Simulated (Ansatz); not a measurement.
# Ba3SbP (Pm-3m) in Ansatz: convergence with scf convergence dr2 threshold

Aim: find how far scf convergence dr2 threshold must go before the results for Ba3SbP settle, at PBE. This setting moves, with any that are tied to it; all else stays.

Program: Ansatz 0.2.0. These are calculated values, not measurements. Logs are shortened: lines on timing, memory, paths and dates and some standing lists are left out, and cuts for length are marked.

**1. Starting point**

Symmetry: Pm-3m, No. 221, cubic system. The conventional cell has a = 6.113 Å, b = 6.113 Å, c = 6.113 Å, α = 90.00°, β = 90.00°, γ = 90.00°. Ba (site symmetry 4/mmm) is surrounded by 2 P at 3.06 Å. Sb (site symmetry m-3m) is surrounded by 12 Ba at 4.32 Å. P (site symmetry m-3m) is surrounded by 6 Ba at 3.06 Å.

The cell comes from a database or a generator and needn't be the stable form of this composition.

**2. With scf convergence dr2 threshold 0.01**

The input, input.yaml:

```yaml
crystal:
  lattice:
    - [6.113177, 0.0, 0.0]
    - [0.0, 6.113177, 0.0]
    - [0.0, 0.0, 6.113177]
  atoms:
    - { symbol: Ba, position: [0.5, 0.5, 0.0] }
    - { symbol: Ba, position: [0.5, 0.0, 0.5] }
    - { symbol: Ba, position: [0.0, 0.5, 0.5] }
    - { symbol: Sb, position: [0.0, 0.0, 0.0] }
    - { symbol: P, position: [0.5, 0.5, 0.5] }
hamiltonian:
  xc: pbe
  pseudopotentials: { kind: paw }
kpoints:
  mp_grid: { grid: [4, 4, 4] }
scf:
  occupations: { method: fermi_dirac, width: 0.1 }
  convergence: { dr2_threshold: 0.01 }
output:
  forces: true
  stress: true
  eigenvalues: true
```

Potentials or basis: Ansatz PAW.

The run is started by

```
> ansatz run input.yaml --threads 2 --pin off --max-ram 5632MiB --backend cpu --events-out ev --progress --plain --runs-dir out
```

Run time: 4.2 s. Hardware: 2 threads of Arm Neoverse V1, shared host; peak memory 0.49 GiB.

What came out:

| Item | Value |
| --- | --- |
| Free energy | -25093.2370 eV |
| Pressure | -0.5 GPa |
| Band gap on the k mesh | 0.39 eV, direct |

**3. With scf convergence dr2 threshold 0.001**

Changes to input.yaml since step 2:

```diff
@@ -18,3 +18,3 @@
   occupations: { method: fermi_dirac, width: 0.1 }
-  convergence: { dr2_threshold: 0.01 }
+  convergence: { dr2_threshold: 0.001 }
 output:
```

Potentials or basis: Ansatz PAW.

The run is started by

```
> ansatz run input.yaml --threads 2 --pin off --max-ram 5632MiB --backend cpu --events-out ev --progress --plain --runs-dir out
```

Wall time 4.2 s (2 threads of Arm Neoverse V1, shared host); peak memory 0.49 GiB.

What came out:

```yaml
Free_energy: -25093.2370 eV
Pressure: -0.5 GPa
Band_gap_on_the_k_mesh: 0.39 eV, direct
```

**4. With scf convergence dr2 threshold 0.0001**

Changes to input.yaml since step 3:

```diff
@@ -18,3 +18,3 @@
   occupations: { method: fermi_dirac, width: 0.1 }
-  convergence: { dr2_threshold: 0.001 }
+  convergence: { dr2_threshold: 0.0001 }
 output:
```

The run is started by

```
> ansatz run input.yaml --threads 2 --pin off --max-ram 5632MiB --backend cpu --events-out ev --progress --plain --runs-dir out
```

Run time: 3.9 s. Hardware: 2 threads of Arm Neoverse V1, shared host; peak memory 0.49 GiB.

Results:

```yaml
Free_energy: -25093.2370 eV
Pressure: -0.5 GPa
Band_gap_on_the_k_mesh: 0.39 eV, direct
```

**5. With scf convergence dr2 threshold 1e-05**

Changes to input.yaml since step 4:

```diff
@@ -18,3 +18,3 @@
   occupations: { method: fermi_dirac, width: 0.1 }
-  convergence: { dr2_threshold: 0.0001 }
+  convergence: { dr2_threshold: 1.0e-05 }
 output:
```

The run is started by

```
> ansatz run input.yaml --threads 2 --pin off --max-ram 5632MiB --backend cpu --events-out ev --progress --plain --runs-dir out
```

Wall time 4 s (2 threads of Arm Neoverse V1, shared host); peak memory 0.5 GiB.

Results:

```
Free energy            : -25093.2370 eV
Pressure               : -0.5 GPa
Band gap on the k mesh : 0.39 eV, direct
```

**6. With scf convergence dr2 threshold 1e-06**

Changes to input.yaml since step 5:

```diff
@@ -18,3 +18,3 @@
   occupations: { method: fermi_dirac, width: 0.1 }
-  convergence: { dr2_threshold: 1.0e-05 }
+  convergence: { dr2_threshold: 1.0e-06 }
 output:
```

Potentials or basis: Ansatz PAW.

The run is started by

```
> ansatz run input.yaml --threads 2 --pin off --max-ram 5632MiB --backend cpu --events-out ev --progress --plain --runs-dir out
```

Run time: 3.9 s. Hardware: 2 threads of Arm Neoverse V1, shared host; peak memory 0.49 GiB.

It converged, with:

```
Free energy            : -25093.2370 eV
Pressure               : -0.5 GPa
Band gap on the k mesh : 0.39 eV, direct
```

**7. With scf convergence dr2 threshold 1e-07**

Changes to input.yaml since step 6:

```diff
@@ -18,3 +18,3 @@
   occupations: { method: fermi_dirac, width: 0.1 }
-  convergence: { dr2_threshold: 1.0e-06 }
+  convergence: { dr2_threshold: 1.0e-07 }
 output:
```

The run is started by

```
> ansatz run input.yaml --threads 2 --pin off --max-ram 5632MiB --backend cpu --events-out ev --progress --plain --runs-dir out
```

It took 3.6 s on 2 threads of Arm Neoverse V1, shared host; peak memory 0.49 GiB.

It converged, with:

```
Free energy            : -25093.2370 eV
Pressure               : -0.5 GPa
Band gap on the k mesh : 0.39 eV, direct
```

**8. With scf convergence dr2 threshold 1e-09**

Changes to input.yaml since step 7:

```diff
@@ -18,3 +18,3 @@
   occupations: { method: fermi_dirac, width: 0.1 }
-  convergence: { dr2_threshold: 1.0e-07 }
+  convergence: { dr2_threshold: 1.0e-09 }
 output:
```

The run is started by

```
> ansatz run input.yaml --threads 2 --pin off --max-ram 5632MiB --backend cpu --events-out ev --progress --plain --runs-dir out
```

Wall time 4 s (2 threads of Arm Neoverse V1, shared host); peak memory 0.5 GiB.

Results (log left out):

```yaml
Free_energy: -25093.2370 eV
Pressure: -0.5 GPa
Band_gap_on_the_k_mesh: 0.39 eV, direct
```

**9. With scf convergence dr2 threshold 1e-11**

Changes to input.yaml since step 8:

```diff
@@ -18,3 +18,3 @@
   occupations: { method: fermi_dirac, width: 0.1 }
-  convergence: { dr2_threshold: 1.0e-09 }
+  convergence: { dr2_threshold: 1.0e-11 }
 output:
```

Potentials or basis: Ansatz PAW.

The run is started by

```
> ansatz run input.yaml --threads 2 --pin off --max-ram 5632MiB --backend cpu --events-out ev --progress --plain --runs-dir out
```

The log of the run:

```text
Warning: RAYON_NUM_THREADS=2 ignored (pool sized by the plan → 2); use --threads N
Engine: ansatz 0.2.0, aarch64-unknown-linux-gnu
Pseudopotentials: kind: paw
Pseudopotential: Ba, paw, valence charge 10, recommended cutoff 420 eV (normal), Ba.paw.azcp
Pseudopotential: Sb, paw, valence charge 15, recommended cutoff 420 eV (normal), Sb.paw.azcp
Pseudopotential: P, paw, valence charge 5, recommended cutoff 420 eV (normal), P.paw.azcp
Functional definition: PBE
  parameter kappa = 0.804
  parameter beta = 0.06672455060314922
  exchange = pbe_x(kappa = kappa, mu = beta*pi^2/3)
  correlation = pbe_c(beta = beta)
Crystal: 5 atoms, lattice volume = 228.455 Å³
Basis set: ecut = 420 eV, 4457 PW (Γ), exchange–correlation on 90×90×90 points (8 copies of the dense FFT grid, shifted against one another)
Bands: 30, of which v1, the nominal top of the filled ones, is band 25 counted from 1 (24 counted from 0)
Symmetry: 48 space group operations
Space group: Pm-3m (ITA 221), of the structure as read, at distance tolerance 6.1e-5 Å
k-points: 10 of 64
Non-local potential: Ba, projectors of the file, l = 0: 3, l = 1: 2, l = 2: 2, l = 3: 2
Non-local potential: Sb, projectors of the file, l = 0: 2, l = 1: 2, l = 2: 2, l = 3: 2
Non-local potential: P, projectors of the file, l = 0: 2, l = 1: 2, l = 2: 2
PAW form: soft (Blöchl's): semilocal exchange-correlation on the pseudo side does not see the compensation charge
PAW one-centre angular grid: Ba, 194 points (default); XC on 64 Gauss nodes
PAW one-centre angular grid: Sb, 590 points (default); XC on 64 Gauss nodes
PAW one-centre angular grid: P, 110 points (default); XC on 64 Gauss nodes
Initial density: superposition of atomic densities (neutral atoms: chi_scale 0, normalization atom), corrected by the library's trained network
Initial wavefunctions: pseudopotential atomic-orbital guess
Functional: x = pbe(κ = 0.804, μ = 0.2195149727645171), c = pbe(β = 0.06672455060314922)
SCF iter   1: F=—  HF=-25093.237892 eV  |F-HF|=—  |Δ(HF+E_count)|=         —  Δρ=9.86e-4  dr2=2.49e-3  ethr=1.77e-3  ⟨swp⟩=11.0  Hψ=3779  notcnv=0
automatic band count: the SCF goes on with 35 bands, as 30 were too few: the levels above may hold too much charge
preconditioner: auto → Resta (q_TF=auto, 2.118 Å⁻¹)  ε∞=2.7  [insulator: Δε(μ)=0.397 eV  Ē_g=10.888 eV  σ=0.100 eV  W_gap=0.74  n_scr=32 (ndim 8)  ℏωp=14.3 eV  f_vac=0.000  D(μ)=0.17/eV (n_scr^D=0)  ε∞_Penn≈2.7]
SCF iter   2: F=—  HF=-25093.236736 eV  |F-HF|=—  |Δ(HF+E_count)|=   1.16e-3  Δρ=5.70e-4  dr2=6.57e-4  ethr=4.98e-6  ⟨swp⟩=2.5  Hψ=676  notcnv=0
SCF iter   3: F=—  HF=-25093.237079 eV  |F-HF|=—  |Δ(HF+E_count)|=   3.43e-4  Δρ=1.67e-4  dr2=9.39e-5  ethr=1.31e-6  ⟨swp⟩=2.0  Hψ=422  notcnv=0
SCF iter   4: F=—  HF=-25093.237095 eV  |F-HF|=—  |Δ(HF+E_count)|=   1.60e-5  Δρ=4.39e-5  dr2=7.16e-6  ethr=1.88e-7  ⟨swp⟩=2.0  Hψ=580  notcnv=0
SCF iter   5: F=—  HF=-25093.237095 eV  |F-HF|=—  |Δ(HF+E_count)|=   1.68e-7  Δρ=2.19e-5  dr2=7.05e-7  ethr=1.43e-8  ⟨swp⟩=2.1  Hψ=417  notcnv=0
SCF iter   6: F=—  HF=-25093.237046 eV  |F-HF|=—  |Δ(HF+E_count)|=   4.91e-5  Δρ=3.50e-6  dr2=3.06e-8  ethr=1.41e-9  ⟨swp⟩=3.1  Hψ=659  notcnv=0
SCF iter   7: F=—  HF=-25093.237046 eV  |F-HF|=—  |Δ(HF+E_count)|=   1.50e-8  Δρ=9.95e-7  dr2=3.50e-9  ethr=6.12e-11  ⟨swp⟩=2.0  Hψ=571  notcnv=0
SCF iter   8: F=—  HF=-25093.237046 eV  |F-HF|=—  |Δ(HF+E_count)|=   2.03e-9  Δρ=3.73e-7  dr2=4.23e-10  ethr=6.99e-12  ⟨swp⟩=2.2  Hψ=495  notcnv=0
SCF iter   9: F=—  HF=-25093.237046 eV  |F-HF|=—  |Δ(HF+E_count)|=  3.64e-12  Δρ=1.35e-7  dr2=3.09e-11  ethr=1.00e-12  ⟨swp⟩=2.2  Hψ=590  notcnv=0
SCF iter  10: F=-25093.237046 eV  HF=-25093.237046 eV  |F-HF|=3.64e-12  |Δ(HF+E_count)|=  3.64e-12  Δρ=1.22e-8  dr2=3.75e-13  ethr=1.00e-12  ⟨swp⟩=10.7  Hψ=1848  notcnv=0
SCF 1 converged in 10 iterations: F = -25093.237046 eV  dr2 = 3.75e-13
SCF converged after 10 iterations
Free energy (F): -25093.237046 eV
Harris-Foulkes:  -25093.237046 eV  (|F-HF|=3.64e-12)
Internal energy: -25093.229596 eV  (E = F + TS)
E sigma→0 (E₀):  -25093.233321 eV
Entropy (-TS):   -0.007450 eV (-1.490 meV/atom)
Fermi energy:    6.306056 eV
--- Per-component energies (eV) ---
  E_band       = -427.323965
  E_kinetic    = 779.928574
  E_local      = -3142.410889  (includes V_loc(G=0)·N_el)
  E_nonlocal   = 567.450607
  E_hartree    = 1270.440359
  E_xc         = -703.047363
  E_vxc        = -562.274631  (∫ρ·V_xc dr)
  E_paw        = -20823.019519  (= ΣΔE_a)
  E_vpaw       = -610.898346  (= ΣTr[D̂ρ^β])
  E_aug_tail   = -0.000004  (compensation charges beyond the density's cutoff)
  E_ewald      = -3042.571360
  E_smearing   = -0.007450  (= −TS)
  E_closure    = 0.000000  (closes the sum)
  Σ components = -25093.237046   (vs F -25093.237046, Δ=0.00e0)
--- Forces (eV/Å), atoms counted from 1 ---
  atom   1  Ba     0.00000000     0.00000000    -0.00000000
  atom   2  Ba     0.00000000    -0.00000000     0.00000000
  atom   3  Ba     0.00000000     0.00000000     0.00000000
  atom   4  Sb     0.00000000     0.00000000     0.00000000
  atom   5  P      0.00000000    -0.00000000    -0.00000000
  max |Σ_I F_I| component: 4.13e-29 eV/Å
--- Stress (GPa, compression-positive) ---
       -0.474310       0.000000       0.000000
        0.000000      -0.474310       0.000000
        0.000000       0.000000      -0.474310
  P = ⅓ Tr σ = -0.4743 GPa (-4.743 kbar)
--- Band table (eV; the first three rows and the last of 10) ---
  k-point 0: bands = ["-22.0560", "-21.9892", "-21.9892", "-21.5698", "-21.5698", "-21.5698", "-21.5690", "-21.5690", "-7.5069", "-7.5069", "-7.5069", "-7.2408", "-7.2408", "-7.2408", "-7.0486", "-7.0486", "-7.0486", "-2.9689", "-1.5385", "5.5789", "5.5789", "5.5789", "6.0691", "6.0691", "6.0691", "6.4582", "6.6724", "6.6724", "6.7589", "6.7589", "6.7589", "9.3801", "9.3801", "9.3801", "9.8945"]
  k-point 1: bands = ["-22.0474", "-21.9975", "-21.9891", "-21.5698", "-21.5698", "-21.5698", "-21.5690", "-21.5690", "-7.4765", "-7.4713", "-7.4713", "-7.2542", "-7.2542", "-7.2452", "-7.1643", "-7.0740", "-7.0740", "-2.6996", "-1.4940", "4.7990", "4.9697", "5.4995", "5.4995", "5.6775", "5.6775", "6.8753", "6.9596", "7.0370", "7.5516", "7.5516", "7.8084", "8.9497", "9.7360", "9.7360", "9.9278"]
  k-point 2: bands = ["-22.0338", "-22.0109", "-21.9890", "-21.5698", "-21.5698", "-21.5698", "-21.5691", "-21.5690", "-7.4220", "-7.4220", "-7.3823", "-7.3382", "-7.2816", "-7.2816", "-7.2495", "-7.0991", "-7.0991", "-2.4109", "-1.4488", "4.1194", "4.4764", "5.4316", "5.4316", "5.4712", "5.4712", "7.0260", "7.5319", "7.6325", "8.2948", "8.4772", "8.4772", "8.5631", "9.3824", "9.6773", "9.6773"]
  k-point 9: bands = ["-22.0107", "-22.0107", "-22.0107", "-21.5697", "-21.5697", "-21.5697", "-21.5690", "-21.5690", "-7.9917", "-7.4640", "-7.4640", "-7.4640", "-7.1054", "-7.1054", "-7.1054", "-6.9876", "-6.9876", "-1.4659", "-1.4444", "3.6523", "3.6523", "3.6523", "5.3969", "5.3969", "5.3969", "7.7954", "7.7954", "7.7954", "7.8939", "8.5335", "8.5335", "8.5335", "9.9198", "9.9198", "10.8746"]
```

It took 4.5 s on 2 threads of Arm Neoverse V1, shared host; peak memory 0.5 GiB.

Results:

```yaml
Free_energy: -25093.2370 eV
Pressure: -0.5 GPa
Band_gap_on_the_k_mesh: 0.39 eV, direct
```

**10. The series at a glance**

```csv
scf convergence dr2 threshold,"energy less the tightest run, at zero smearing (meV/atom)",SCF cycles,CPU time (s),peak memory (GiB)
0.01,0.00,6,8.2,0.49
0.001,0.00,6,8.1,0.49
0.0001,0.00,6,7.6,0.49
1e-05,0.00,6,7.7,0.5
1e-06,0.00,6,7.5,0.49
1e-07,0.00,6,6.9,0.49
1e-09,0.00,8,7.7,0.5
1e-11,0.00,10,8.8,0.5
```

Against the tightest run, the energy stays within 1 meV/atom from 0.01 on. The tightest run that finished is the yardstick and may itself not be fully converged.

Caveats: spin-orbit coupling is left out, which moves the levels of the heavy elements.
